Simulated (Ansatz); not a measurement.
# HF/STO-3G run of CH6Sn (SMILES [CH3][SnH3])

What is the vertical ionisation energy of CH6Sn at HF/STO-3G? 

The calculation is run with Ansatz 0.2.0.

42 further runs of the same task are left out: 1 that didn't finish, 41 set aside as unsound or not needed.

## Step 1: The structure to begin with

CH6Sn has 8 atoms, charge 0, and is taken as a singlet. As SMILES, `[CH3][SnH3]`. Geometry: relaxed at PBE0-D4/def2-TZVP.

Bond lengths: C1–Sn2 2.140 Å, C1–H3 1.090 Å, C1–H4 1.090 Å, C1–H5 1.090 Å, Sn2–H6 1.709 Å, Sn2–H7 1.709 Å, Sn2–H8 1.709 Å. Some angles: C1–Sn2–H6 110.1°, C1–Sn2–H7 110.1°, C1–Sn2–H8 110.1°, Sn2–C1–H3 110.0°, Sn2–C1–H4 110.0°, Sn2–C1–H5 110.0°, H6–Sn2–H7 108.8°, H6–Sn2–H8 108.8°, H7–Sn2–H8 108.8°, H3–C1–H4 109.0°.

## Step 2: A single-point energy at HF/STO-3G

Input file in.yaml:

```yaml
crystal:
  periodic: [false, false, false]
  atoms:
    - {symbol: C, position_ang: [1.094500, 0.367400, -0.110600]}
    - {symbol: Sn, position_ang: [-0.919400, -0.329100, 0.082100]}
    - {symbol: H, position_ang: [1.300500, 0.627700, -1.148800]}
    - {symbol: H, position_ang: [1.789300, -0.411200, 0.204000]}
    - {symbol: H, position_ang: [1.244600, 1.249200, 0.512300]}
    - {symbol: H, position_ang: [-2.012000, 0.886800, -0.417500]}
    - {symbol: H, position_ang: [-1.156700, -1.716400, -0.887800]}
    - {symbol: H, position_ang: [-1.248700, -0.731500, 1.710400]}
basis:
  gaussian: {orbitals: STO-3G}
hamiltonian: {xc: hf}
accuracy: high
output: {orbitals: {seedname: orbitals}}
```

Started as:

```console
ansatz run in.yaml --threads 1 --pin off --max-ram 3480MiB --events-out events.jsonl --progress --plain --runs-dir runs
```

What it wrote:

```text
Warning: RAYON_NUM_THREADS=1 ignored (pool sized by the plan → 1); use --threads N
Functional definition: HF
  name "HF"
  exchange = exact_x
  correlation = 0
714 factors; integrals over basis functions are off by at most 4.5e-9 eV
mean field evaluation 1: about -163382.3638 eV, gradient 7.8e0 eV
mean field evaluation 2: about -163382.3942 eV, gradient 7.7e0 eV
mean field evaluation 4: about -163382.6973 eV, gradient 2.1e-1 eV
mean field evaluation 8: about -163382.6954 eV, gradient 2.3e-4 eV
mean field -163382.69535772 eV, -6004.2033096276 hartree, gradient 1.7e-8 eV, S^2 0.000000; 0 other end points of the search recorded, 0 dependent functions left out
reference -163382.69535772 eV, -6004.2033096276 hartree; 31, 31 occupied and 7, 7 virtual orbitals, 714 factors
Total energy: -163382.69535772 eV, -6004.2033096276 hartree
```

Wall time 0.5 s (1 thread of Arm Neoverse V2, shared host).

## Step 3: The doublet cation at the same level

Input file job.yaml:

```yaml
crystal:
  periodic: [false, false, false]
  atoms:
    - symbol: C
      position_ang: [1.094500, 0.367400, -0.110600]
    - symbol: Sn
      position_ang: [-0.919400, -0.329100, 0.082100]
    - symbol: H
      position_ang: [1.300500, 0.627700, -1.148800]
    - symbol: H
      position_ang: [1.789300, -0.411200, 0.204000]
    - symbol: H
      position_ang: [1.244600, 1.249200, 0.512300]
    - symbol: H
      position_ang: [-2.012000, 0.886800, -0.417500]
    - symbol: H
      position_ang: [-1.156700, -1.716400, -0.887800]
    - symbol: H
      position_ang: [-1.248700, -0.731500, 1.710400]
basis:
  gaussian:
    orbitals: STO-3G
total_charge: 1
magnetization:
  spin_polarized: true
  initial_magnetization: 1
hamiltonian:
  xc: hf
accuracy: high
output:
  orbitals: {seedname: orbitals}
```

Started as:

```console
ansatz run job.yaml --threads 1 --pin off --max-ram 3480MiB --events-out events.jsonl --progress --plain --runs-dir runs
```

What it wrote:

```text
Warning: RAYON_NUM_THREADS=1 ignored (pool sized by the plan → 1); use --threads N
Functional definition: HF
  name "HF"
  exchange = exact_x
  correlation = 0
713 factors; integrals over basis functions are off by at most 4.5e-9 eV
mean field evaluation 1: about -163371.8168 eV, gradient 1.2e1 eV
mean field evaluation 2: about -163371.8479 eV, gradient 1.2e1 eV
mean field evaluation 4: about -163373.3036 eV, gradient 1.8e0 eV
mean field evaluation 8: about -163373.4850 eV, gradient 4.9e-1 eV
mean field evaluation 16: about -163374.4577 eV, gradient 2.8e-2 eV
mean field evaluation 32: about -163373.3920 eV, gradient 2.0e-1 eV
mean field evaluation 64: about -163373.3433 eV, gradient 3.3e-1 eV
mean field -163374.45614032 eV, -6003.9005239732 hartree, gradient 1.7e-8 eV, S^2 0.757569; 2 other end points of the search recorded, 0 dependent functions left out
reference -163374.45614032 eV, -6003.9005239732 hartree; 31, 30 occupied and 7, 8 virtual orbitals, 713 factors
Total energy: -163374.45614032 eV, -6003.9005239732 hartree
```

Wall time 1.1 s (1 thread of Arm Neoverse V2, shared host); peak memory 0.12 GiB.

## Step 4: Results

Level: HF/STO-3G.

```
                                          quantity           value
                       singlet CH6Sn: total energy  -6004.20331 Eh
                        singlet CH6Sn: HOMO energy        -9.37 eV
                        singlet CH6Sn: LUMO energy        11.98 eV
                      singlet CH6Sn: HOMO–LUMO gap        21.35 eV
                      doublet cation: total energy  -6003.90052 Eh
doublet cation: HOMO energy (highest over α and β)       -16.20 eV
 doublet cation: LUMO energy (lowest over α and β)        -7.24 eV
                              doublet cation: ⟨S²⟩           0.758
vertical ionisation energy (to the doublet cation)        8.239 eV
```

The vertical ionisation energy comes to 8.24 eV (190 kcal/mol). −ε(HOMO) before ionisation, 9.37 eV, is 1.13 eV above this ionisation energy. In a minimal basis such a difference can be off by several eV, whatever the method. Relativity is left out (singlet CH6Sn) although the molecule holds a heavy atom. Relativity is left out (doublet cation) although the molecule holds a heavy atom.
